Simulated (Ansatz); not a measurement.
# C4H14Al2Cl2N2: geometry optimisation

The task is to find a stationary geometry of C4H14Al2Cl2N2, and look at its orbitals and charge.

The runs use Ansatz 0.2.0, Gaussian basis; RKS PBE0-D4/def2-TZVP.

Levels to be run: relaxation at PBE0-D4/def2-TZVP; a single point in def2-TZVPP for the fields.

## 1. The starting structure

24 atoms, charge 0, spin multiplicity 1.

Atoms are counted from 1 here; the program's logs count them from 0.

Bond lengths: C1–C2 1.537 Å, C1–H11 1.089 Å, C1–H12 1.091 Å, C1–H13 1.090 Å, C2–Al3 1.996 Å, C2–H14 1.098 Å, C2–H15 1.097 Å, Al3–Cl4 2.034 Å, Al3–N5 1.973 Å, Al3–N10 1.976 Å, N5–Al6 1.976 Å, N5–H16 1.018 Å, N5–H17 1.020 Å, Al6–Cl7 2.034 Å, Al6–C8 1.996 Å, Al6–N10 1.973 Å, C8–C9 1.537 Å, C8–H18 1.097 Å and more. Angles: C2–C1–H11 110.3°, C2–C1–H12 111.8°, C2–C1–H13 110.9°, H11–C1–H12 108.1°, H11–C1–H13 107.5°, H12–C1–H13 108.1°, C1–C2–Al3 111.1°, C1–C2–H14 107.4°, C1–C2–H15 108.4°, Al3–C2–H14 111.7°, Al3–C2–H15 113.0°, H14–C2–H15 104.9°, C2–Al3–Cl4 124.2°, C2–Al3–N5 109.0°, C2–Al3–N10 108.6°, Cl4–Al3–N5 110.6°, Cl4–Al3–N10 110.0°, N5–Al3–N10 88.4° and more.

As a file:

```xyz
24

C    -1.0801   -2.5783    2.2250
C    -0.0506   -1.6251    1.5982
Al   -0.7317    0.2508    1.5730
Cl   -1.7097    1.1336    3.1228
N     0.6811    1.4381    0.8755
Al   -0.1906    1.4904   -0.8970
Cl   -0.6962    3.4043   -1.3660
C     0.7787    0.2538   -2.1278
C     1.9276    0.9780   -2.8465
N    -1.7284    0.5382   -0.1087
H    -1.3363   -2.2497    3.2310
H    -0.7007   -3.5988    2.2880
H    -2.0001   -2.5946    1.6415
H     0.8762   -1.7128    2.1812
H     0.2078   -2.0012    0.6005
H     1.6180    1.0388    0.8808
H     0.7646    2.3374    1.3504
H     1.1889   -0.6265   -1.6179
H     0.1125   -0.1529   -2.9006
H     2.6640    1.3439   -2.1316
H     2.4383    0.3238   -3.5542
H     1.5476    1.8386   -3.3949
H    -1.9956   -0.3162   -0.5944
H    -2.5853    1.0863   -0.0282
```

The start is a GFN2-xTB geometry.

## 2. Geometry optimisation, PBE0-D4/def2-TZVP

Contents of in.yaml:

```yaml
crystal:
  periodic: [false, false, false]
  atoms:
    - {symbol: C, position_ang: [-1.080150, -2.578260, 2.224950]}
    - {symbol: C, position_ang: [-0.050590, -1.625140, 1.598200]}
    - {symbol: Al, position_ang: [-0.731730, 0.250780, 1.572970]}
    - {symbol: Cl, position_ang: [-1.709710, 1.133610, 3.122840]}
    - {symbol: N, position_ang: [0.681110, 1.438080, 0.875460]}
    - {symbol: Al, position_ang: [-0.190630, 1.490420, -0.897020]}
    - {symbol: Cl, position_ang: [-0.696190, 3.404310, -1.366050]}
    - {symbol: C, position_ang: [0.778740, 0.253800, -2.127790]}
    - {symbol: C, position_ang: [1.927630, 0.978030, -2.846500]}
    - {symbol: N, position_ang: [-1.728400, 0.538190, -0.108680]}
    - {symbol: H, position_ang: [-1.336260, -2.249740, 3.231020]}
    - {symbol: H, position_ang: [-0.700740, -3.598810, 2.288040]}
    - {symbol: H, position_ang: [-2.000090, -2.594580, 1.641450]}
    - {symbol: H, position_ang: [0.876160, -1.712790, 2.181230]}
    - {symbol: H, position_ang: [0.207760, -2.001180, 0.600530]}
    - {symbol: H, position_ang: [1.618010, 1.038770, 0.880760]}
    - {symbol: H, position_ang: [0.764600, 2.337430, 1.350390]}
    - {symbol: H, position_ang: [1.188950, -0.626540, -1.617930]}
    - {symbol: H, position_ang: [0.112480, -0.152860, -2.900620]}
    - {symbol: H, position_ang: [2.663960, 1.343910, -2.131580]}
    - {symbol: H, position_ang: [2.438340, 0.323790, -3.554160]}
    - {symbol: H, position_ang: [1.547640, 1.838610, -3.394910]}
    - {symbol: H, position_ang: [-1.995620, -0.316180, -0.594380]}
    - {symbol: H, position_ang: [-2.585260, 1.086340, -0.028220]}
basis:
  gaussian: {orbitals: def2-TZVP}
hamiltonian: {xc: pbe0, dispersion: d4}
relax: {f_tol: 0.005, max_steps: 150}
```

On the command line:

```bash
ansatz run in.yaml --threads 4 --pin off --events-out ev --progress --plain --max-ram 66560MiB --backend cuda --devices 0, --max-vram 37GiB
```

Further steps of the session: A single point for the fields.

**Question.** What will the summary of the whole plan be? Wanted: point group; shift from the start; total energy; dispersion term; dipole moment; HOMO, LUMO.

The runs gave:

```
                  quantity            value
               point group               C2
                     steps               12
shift from the start (rms)          0.258 Å
              total energy   -45586.3182 eV
           dispersion term         -644 meV
             dipole moment           3.07 D
                HOMO, LUMO  -7.48, -0.03 eV
```

In words: The relaxed geometry lies 0.26 Å (rms) from the start; the bond that changed most is Al3–Cl4, from 2.034 to 2.129 Å. No vibrations were run, so it is not proven to be a minimum. The largest Mulliken charge, -0.50 e, sits on N10. The HOMO lies mostly on C2, C8 about 19 % each; Al3, Al6 about 7 % each and the LUMO on H16, H23 about 14 % each; H17, H24 about 9 % each.
